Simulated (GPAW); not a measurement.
# SnHSF (SMILES [F][Sn][SH]): vdW-DF2/real-space grid (scalar-relativistic datasets, sweep width)

Aim: a convergence series of SnHSF. 

Program for the calculation: GPAW 26.7.0.

5 further runs of the same task are left out: 1 that didn't finish, 4 set aside as unsound or not needed. Runs told in other sessions of the task aren't counted.

## (1) Starting point

SnHSF has 4 atoms, charge 0, and is taken as a singlet. As SMILES, `[F][Sn][SH]`. Geometry: a GFN2-xTB relaxation, a rough one for these elements and not checked as a minimum.

Bond lengths: F1–Sn2 2.069 Å, Sn2–S3 2.446 Å, S3–H4 1.326 Å. Angles: F1–Sn2–S3 94.9°, Sn2–S3–H4 93.5°.

## (2) A convergence series at vdW-DF2/real-space grid (scalar-relativistic datasets, sweep width)

Input file fhssn.xyz:

```xyz
4

F     -1.725120    -0.577540     0.241540
Sn    -0.659370     1.154520     0.622740
S      1.450500     0.301470    -0.274160
H      0.933990    -0.878460    -0.590120
```

Input file conv.py:

```python
import numpy as np
from ase.io import read
from ase.units import Debye
from gpaw import GPAW

# Geometry
atoms = read('fhssn.xyz')
atoms.center(vacuum=5.0)

energies, dipoles, levels = [], [], []
for width in [0.01, 0.1, 0.3, 0.5, 1.0]:
    calc = GPAW(mode='fd',
                h=0.2,
                xc={'name': 'vdW-DF2', 'backend': 'libvdwxc'},
                maxiter=100,
                txt=None,
                occupations={'name': 'fermi-dirac', 'width': width})
    atoms.calc = calc
    energies.append(atoms.get_potential_energy())
    dipoles.append(np.linalg.norm(atoms.get_dipole_moment()) / Debye)
    levels.append(calc.get_homo_lumo())
    print(f'width = {width}: E = {energies[-1]:.4f} eV, dipole = {dipoles[-1]:.3f} D, HOMO = {levels[-1][0]:.3f} eV, {calc.get_number_of_iterations()} iterations')
```

Started as:

```sh
OMP_NUM_THREADS=1 python conv.py
```

The log of the run:

```text
width = 0.01: E = -167.7327 eV, dipole = 2.978 D, HOMO = -6.944 eV, 16 iterations
width = 0.1: E = -167.7327 eV, dipole = 2.978 D, HOMO = -6.944 eV, 16 iterations
width = 0.3: E = -167.7119 eV, dipole = 2.957 D, HOMO = -6.952 eV, 16 iterations
width = 0.5: E = -167.5983 eV, dipole = 2.824 D, HOMO = -7.001 eV, 28 iterations
width = 1.0: E = -167.1414 eV, dipole = 2.193 D, HOMO = -7.258 eV, 36 iterations
```

Wall time 4.9 min (1 thread of Arm Neoverse V2, shared host); peak memory 2.1 GiB.
